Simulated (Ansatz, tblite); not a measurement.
**The cluster Ag12Bi: one state, many levels**

Aim: run the doublet of the cluster Ag12Bi at one geometry on many levels, and compare frontier levels, spin and run time.

The runs use Ansatz 0.2.0, Gaussian basis; as each input shows.

Plan: GFN1-xTB, GFN2-xTB, PBE-D4/def2-TZVP, r2SCAN-D4/def2-TZVP, HSE06-D4/def2-TZVP, PBE-D4/def2-SVP, PBE0-D4/def2-SVP, MP2/def2-SVP, RPA/def2-SVP.

2 further runs of the same task are left out: 2 set aside as unsound or not needed.

## (1) The structure

The geometry is that of the doublet, from an earlier relaxation (PBE-D4/def2-SVP). At that level it is the lowest of the isomers that a small search found.

13 atoms, charge 0, spin multiplicity 2.

Bond lengths: Bi1–Ag2 2.861 Å, Bi1–Ag3 2.857 Å, Bi1–Ag5 2.809 Å, Bi1–Ag9 2.933 Å, Ag2–Ag3 2.857 Å, Ag2–Ag4 2.816 Å, Ag2–Ag5 2.957 Å, Ag2–Ag11 2.872 Å, Ag2–Ag12 2.921 Å, Ag3–Ag7 2.838 Å, Ag3–Ag9 2.795 Å, Ag3–Ag12 2.822 Å, Ag3–Ag13 2.910 Å, Ag4–Ag7 2.809 Å, Ag4–Ag8 2.883 Å, Ag4–Ag11 2.777 Å, Ag4–Ag12 2.817 Å, Ag5–Ag6 2.891 Å and more. Angles: Ag2–Bi1–Ag3 60.0°, Ag2–Bi1–Ag5 62.8°, Ag2–Bi1–Ag9 77.5°, Ag3–Bi1–Ag5 99.1°, Ag3–Bi1–Ag9 57.7°, Ag5–Bi1–Ag9 58.1°, Bi1–Ag2–Ag3 60.0°, Bi1–Ag2–Ag4 154.0°, Bi1–Ag2–Ag5 57.7°, Bi1–Ag2–Ag11 104.8°, Bi1–Ag2–Ag12 113.0°, Ag3–Ag2–Ag4 99.2°, Ag3–Ag2–Ag5 95.7°, Ag3–Ag2–Ag11 94.0°, Ag3–Ag2–Ag12 58.5°, Ag4–Ag2–Ag5 114.6°, Ag4–Ag2–Ag11 58.4°, Ag4–Ag2–Ag12 58.8° and more.

Ag, Bi take a core potential in the def2 sets. No spin-orbit coupling is included.

PBE0-D4/def2-TZVP was run before; its log isn't repeated, and its numbers join the tables.

## (2) GFN1-xTB

Tight binding, by tblite at 300 K electronic temperature and without a spin-polarisation term:

```python
tblite.interface.Calculator('GFN1-xTB', numbers, positions, charge=0, uhf=1).singlepoint()
```

Energy -1316.8387 eV; 0.073 s.

## (3) GFN2-xTB

Tight binding, by tblite at 300 K electronic temperature and without a spin-polarisation term:

```python
tblite.interface.Calculator('GFN2-xTB', numbers, positions, charge=0, uhf=1).singlepoint()
```

Energy -1349.5550 eV; 1.5 s.

## (4) PBE-D4/def2-TZVP

start.molden holds the orbitals of an earlier run on this state, given as this run's starting guess.

Input file in.yaml:

```yaml
crystal:
  periodic: [false, false, false]
  atoms:
    - {symbol: Bi, position_ang: [-2.011285, 2.060499, 5.068107]}
    - {symbol: Ag, position_ang: [-0.950856, 3.834092, 3.088982]}
    - {symbol: Ag, position_ang: [0.672412, 1.732376, 4.143548]}
    - {symbol: Ag, position_ang: [0.552521, 4.452585, 0.789381]}
    - {symbol: Ag, position_ang: [-3.327412, 2.147893, 2.587550]}
    - {symbol: Ag, position_ang: [-2.922866, 0.129174, 0.558520]}
    - {symbol: Ag, position_ang: [1.592809, 1.933059, 1.466713]}
    - {symbol: Ag, position_ang: [0.744457, 2.325703, -1.146835]}
    - {symbol: Ag, position_ang: [-1.319060, 0.230636, 2.883241]}
    - {symbol: Ag, position_ang: [-0.132187, 0.021154, 0.258052]}
    - {symbol: Ag, position_ang: [-1.410336, 2.498474, 0.588279]}
    - {symbol: Ag, position_ang: [1.959003, 4.059438, 3.198701]}
    - {symbol: Ag, position_ang: [1.342501, -0.603182, 2.542058]}
basis:
  gaussian: {orbitals: def2-TZVP, fitting: {mean_field: def2-universal-jkfit}, initial_orbitals: start.molden}
magnetization: {spin_polarized: true, initial_magnetization: 1}
hamiltonian: {xc: pbe, dispersion: d4}
scf: {omitted_lower_state_checks: [starts]}
output: {forces: true, orbitals: {seedname: orbitals}}
```

Started as:

```
ansatz run in.yaml --threads 2 --pin off --events-out ev --progress --plain --max-ram 22528MiB --backend cuda --devices 0, --max-vram 18GiB
```

After this run come: r2SCAN-D4/def2-TZVP; HSE06-D4/def2-TZVP; PBE-D4/def2-SVP; PBE0-D4/def2-SVP; MP2/def2-SVP; RPA/def2-SVP.

Q: Predict the results of all the runs planned. Wanted: gap in def2-TZVP, named functionals, smallest and largest; correlation energy, MP2/def2-SVP; binding an atom, functionals in def2-TZVP; ⟨S²⟩ in def2-TZVP, named functionals, smallest and largest; PBE0 total energy, smallest basis above largest.

The runs gave:

```
                                                  quantity                                   value
 gap in def2-TZVP, named functionals, smallest and largest     0.20 eV (PBE-D4), 1.25 eV (PBE0-D4)
                          correlation energy, MP2/def2-SVP                              -127.18 eV
                 binding an atom, functionals in def2-TZVP  1.70 (HSE06-D4) to 1.89 eV (r2SCAN-D4)
⟨S²⟩ in def2-TZVP, named functionals, smallest and largest                            0.753, 0.763
           PBE0 total energy, smallest basis above largest          12.40 eV (def2-SVP, def2-TZVP)
```

Orbital gaps of the named functionals in def2-TZVP span 0.20 eV (PBE-D4) to 1.25 eV (PBE0-D4); exact exchange widens it. Over the named functionals in def2-TZVP spin contamination reaches 0.01 (PBE0-D4), which is small.
